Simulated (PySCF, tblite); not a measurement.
# C6H10ClFSi: geometry, infrared bands and NMR shifts

Wanted: the infrared bands and NMR shifts of C6H10ClFSi (`F[Si]1(Cl)CCC=CCC1`), by calculation.

The runs use tblite 0.8.0 and PySCF 2.14.0, with density-fitted response routines of our own; the level of theory stands in each step. All values are computed, except where a source is named. Atoms count from 0, in the outputs and in this text.

### 1 The molecule as given

19 atoms, charge 0, multiplicity 1; geometry from: force field or distance geometry start.

Bonds of the start (Å): F0–Si1 1.60, Si1–Cl2 2.05, Si1–C3 1.87, C3–C4 1.53, C4–C5 1.50, C5–C6 1.34, C6–C7 1.50, C7–C8 1.52, C8–Si1 1.86, C3–H9 1.09, C3–H10 1.11, C4–H11 1.10, C4–H12 1.09, C5–H13 1.09, C6–H14 1.09, C7–H15 1.11, C7–H16 1.10, C8–H17 1.10, C8–H18 1.10.

### 2 Relaxing the molecule with GFN2-xTB

Job settings and geometry (Å):

```
{"job": {"kind": "relax", "xc": "GFN2-xTB", "basis": "xTB"}, "charge": 0, "multiplicity": 1}
F      0.402200     2.336100    -1.349100
Si     0.192300     1.733800     0.113700
Cl     0.275000     3.247400     1.496800
C      1.585800     0.527200     0.435300
C      1.505400    -0.786800    -0.347300
C      0.451300    -1.733200     0.157400
C     -0.872000    -1.569500     0.045200
C     -1.565100    -0.410000    -0.607800
C     -1.466300     0.884500     0.189300
H      2.524500     1.020400     0.197000
H      1.629100     0.291700     1.514600
H      1.348900    -0.599700    -1.423000
H      2.469700    -1.295300    -0.267900
H      0.830800    -2.626100     0.660900
H     -1.523500    -2.334300     0.469400
H     -2.634700    -0.681000    -0.692600
H     -1.203200    -0.285500    -1.635200
H     -2.215700     1.586800    -0.204000
H     -1.744300     0.702900     1.239900
```

The run is started by

```sh
$ OMP_NUM_THREADS=1 python probes_run.py task.json out
```

This one command runs all jobs of the session in turn.

**Question.** This job is followed by: GFN2-xTB harmonic vibrations, gas phase; GIAO PBE0/pcSseg-1 NMR shielding, non-relativistic, gas phase. What will the session give for the following? strongest single infrared mode (GFN2-xTB); zero-point energy (GFN2-xTB); 13C shifts against TMS (PBE0/pcSseg-1, means over atoms taken as alike); 1H shifts against TMS (PBE0/pcSseg-1, means over atoms taken as alike); 19F shifts against CFCl3 (PBE0/pcSseg-1); 29Si shifts against TMS (PBE0/pcSseg-1); 35Cl shifts against HCl (PBE0/pcSseg-1).

The runs gave:

| quantity | value |
| --- | --- |
| strongest single infrared mode (GFN2-xTB) | 521 cm⁻¹, 149 km/mol |
| zero-point energy (GFN2-xTB) | 93.3 kcal/mol |
| 13C shifts against TMS (PBE0/pcSseg-1, means over atoms taken as alike) | 141.5, 24.3, 23.3 ppm |
| 1H shifts against TMS (PBE0/pcSseg-1, means over atoms taken as alike) | 6.26, 2.50, 2.25, 1.40, 0.84 ppm |
| 19F shifts against CFCl3 (PBE0/pcSseg-1) | -155.8 ppm |
| 29Si shifts against TMS (PBE0/pcSseg-1) | 27.4 ppm |
| 35Cl shifts against HCl (PBE0/pcSseg-1) | 72 ppm |

Relaxing lowered the energy by 0.140 eV in 72 steps; the close pair that moved most is Si1–Cl2, from 2.052 to 2.018 Å. No mode is imaginary among the 51: a minimum at this level. The strongest single mode, at 521 cm⁻¹, is carried by Si1, Cl2, C3, C8. Unscaled tight-binding wavenumbers are off by several per cent, some by more. Its intensities can rank the bands wrongly. C5, C6 (mean) (alkene CH) lies farthest downfield among carbon, at 141.5 ppm; as expected for a trigonal carbon in a double bond. The most deshielded hydrogen is H13, H14 (mean) (hydrogen on an alkene CH), at 6.26 ppm: a vinylic proton, deshielded by the sp2 carbon and the C=C anisotropy.
